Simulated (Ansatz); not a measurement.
# Si3SnH10: a ladder of functionals and wavefunction methods

An exercise on one series of results from a longer session: the logs are not shown, and one member is left open.

Method: functionals in def2-TZVPP, the program's frozen cores in correlated methods; program: Ansatz 0.2.0, Gaussian basis.

Plan: LDA (SPW92), PBE-D4, revPBE-D4, BLYP-D4, r2SCAN-D4, B97M-V, PBE0-D4, B3LYP-D4, r2SCANh-D4, r2SCAN0-D4, HSE06-D4, BHLYP-D4, CAM-B3LYP-D4, LC-ωPBE, ωB97X-V, ωB97M-V, B2PLYP, PBE-QIDH; CCSD(T)/def2-SVP; CCSD(T)/def2-TZVPP; MP2/def2-QZVPP; extrapolation to the limit; RPA on PBE.

## The geometry

An earlier PBE0-D4 in a triple-zeta def2 set relaxation fixed the geometry. Sn takes the def2 core potential; no spin-orbit term is included.

14 atoms, charge 0, spin multiplicity 1.

Atoms are counted from 1 here; the program's logs count them from 0.

Bond lengths: Si1–Sn2 2.563 Å, Si1–H5 1.487 Å, Si1–H6 1.487 Å, Si1–H7 1.487 Å, Sn2–Si3 2.563 Å, Sn2–Si4 2.563 Å, Sn2–H8 1.713 Å, Si3–H9 1.487 Å, Si3–H10 1.487 Å, Si3–H11 1.487 Å, Si4–H12 1.487 Å, Si4–H13 1.487 Å, Si4–H14 1.487 Å. Angles: Sn2–Si1–H5 110.7°, Sn2–Si1–H6 110.7°, Sn2–Si1–H7 109.4°, H5–Si1–H6 108.8°, H5–Si1–H7 108.6°, H6–Si1–H7 108.6°, Si1–Sn2–Si3 110.0°, Si1–Sn2–Si4 110.0°, Si1–Sn2–H8 108.9°, Si3–Sn2–Si4 110.1°, Si3–Sn2–H8 108.9°, Si4–Sn2–H8 108.9°, Sn2–Si3–H9 110.7°, Sn2–Si3–H10 110.7°, Sn2–Si3–H11 109.4°, H9–Si3–H10 108.8°, H9–Si3–H11 108.6°, H10–Si3–H11 108.6° and more.

Set-up of the first run:

Contents of in.yaml:

```yaml
crystal:
  periodic: [false, false, false]
  atoms:
    - {symbol: Si, position_ang: [-1.154004, 1.493662, -1.523478]}
    - {symbol: Sn, position_ang: [-0.490397, 0.068173, 0.501142]}
    - {symbol: Si, position_ang: [1.762838, 0.861491, 1.431226]}
    - {symbol: Si, position_ang: [-0.343050, -2.400172, -0.174926]}
    - {symbol: H, position_ang: [-2.460685, 1.047122, -2.075667]}
    - {symbol: H, position_ang: [-1.259844, 2.927945, -1.144881]}
    - {symbol: H, position_ang: [-0.119524, 1.357682, -2.583435]}
    - {symbol: H, position_ang: [-1.684205, 0.240146, 1.717101]}
    - {symbol: H, position_ang: [1.688631, 2.289012, 1.841605]}
    - {symbol: H, position_ang: [2.162349, 0.045563, 2.608669]}
    - {symbol: H, position_ang: [2.807378, 0.723185, 0.381501]}
    - {symbol: H, position_ang: [0.052126, -3.240968, 0.986379]}
    - {symbol: H, position_ang: [0.677240, -2.559651, -1.245297]}
    - {symbol: H, position_ang: [-1.651755, -2.882392, -0.691141]}
basis:
  gaussian: {orbitals: def2-TZVPP}
hamiltonian: {xc: lda}
output: {orbitals: {seedname: orbitals}}
```

Command:

```
$ ansatz run in.yaml --threads 4 --pin off --events-out ev --progress --plain --max-ram 11315MiB
```

Among the steps run: LDA; PBE-D4 (GGA); revPBE-D4 (GGA); BLYP-D4 (GGA); r2SCAN-D4 (meta-GGA); B97M-V (meta-GGA); PBE0-D4 (hybrid); B3LYP-D4 (hybrid); r2SCANh-D4 (hybrid); r2SCAN0-D4 (hybrid); HSE06-D4 (hybrid); BHLYP-D4 (hybrid); CAM-B3LYP-D4 (range-separated); LC-ωPBE (range-separated); ωB97X-V (range-separated); ωB97M-V (range-separated); B2PLYP (double hybrid); PBE-QIDH (double hybrid).

One of the session's tables, all rows but one given; the rest of the session is left out.

It belongs to the step «Frontier levels by functional». 

| functional | HOMO (eV) | gap (eV) |
| --- | --- | --- |
| LDA (SPW92) | -6.74 | 5.26 |
| PBE-D4 | -6.65 | 5.39 |
| revPBE-D4 | -6.60 | 5.43 |
| BLYP-D4 | -6.48 | 5.33 |
| r2SCAN-D4 | ? | ? |
| B97M-V | -7.01 | 5.89 |
| PBE0-D4 | -7.63 | 7.18 |
| B3LYP-D4 | -7.42 | 6.76 |
| r2SCANh-D4 | -7.23 | 6.56 |
| r2SCAN0-D4 | -7.77 | 7.50 |
| HSE06-D4 | -7.24 | 6.44 |
| BHLYP-D4 | -8.48 | 8.90 |
| CAM-B3LYP-D4 | -8.78 | 9.28 |
| LC-ωPBE | -10.04 | 11.61 |
| ωB97X-V | -9.74 | 11.20 |
| ωB97M-V | -9.54 | 10.68 |

**Question.** Estimate the row for r2SCAN-D4.

Worked estimate for «HOMO (eV)». Against the share of exact exchange, r2SCANh-D4 (0.1, -7.23), r2SCAN0-D4 (0.25, -7.77) give a slope of -3.60 per unit share; at 0 the line stands at -6.87.

As computed: HOMO (eV): -6.87; gap (eV): 5.93. In «HOMO (eV)» the line misses by 0.00.
